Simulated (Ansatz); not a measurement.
Sn3Se:

```
CELL_PARAMETERS angstrom
0.00000 3.73314 3.73314
3.73314 0.00000 3.73314
3.73314 3.73314 0.00000
ATOMIC_POSITIONS crystal
Sn 0.50000 0.50000 0.50000
Sn 0.75000 0.75000 0.75000
Sn 0.25000 0.25000 0.25000
Se 0.00000 0.00000 0.00000
```

The cell comes from a database or a generator and needn't be the stable form of this composition.

```yaml
Program: Ansatz 0.2.0
Task: single point
Functional: PBE
Potentials_or_basis: Ansatz PAW
Cutoff: "420 eV (not typed: the program's choice for these potentials)"
k_mesh: 6 × 6 × 6
Occupations: fermi-dirac, width 0.05 eV
Spin: no spin polarisation
```

On this cell: pressure -0.2 GPa; largest force zero by symmetry; band gap on the k mesh none (metal or under the smearing width).

The same run follows on a disturbed copy (atoms moved at random, drawn with an rms of 0.05 Å):

```
CELL_PARAMETERS angstrom
0.00000 3.73314 3.73314
3.73314 0.00000 3.73314
3.73314 3.73314 0.00000
ATOMIC_POSITIONS crystal
Sn 0.50350 0.49208 0.50754
Sn 0.75201 0.74705 0.75164
Sn 0.25112 0.24668 0.24994
Se 0.99438 0.99926 0.99853
```

What does the disturbed cell give?

The energy (extrapolated to zero smearing) moves by +1.0 meV/atom; pressure -0.2 GPa; largest force 0.146 eV/Å; band gap on the k mesh none (metal or under the smearing width).

Forces on the atoms (eV/Å):
```
Sn  -0.019 -0.145 -0.002
Sn  -0.004  0.023  0.000
Sn   0.010  0.035  0.003
Se   0.013  0.086 -0.002
```
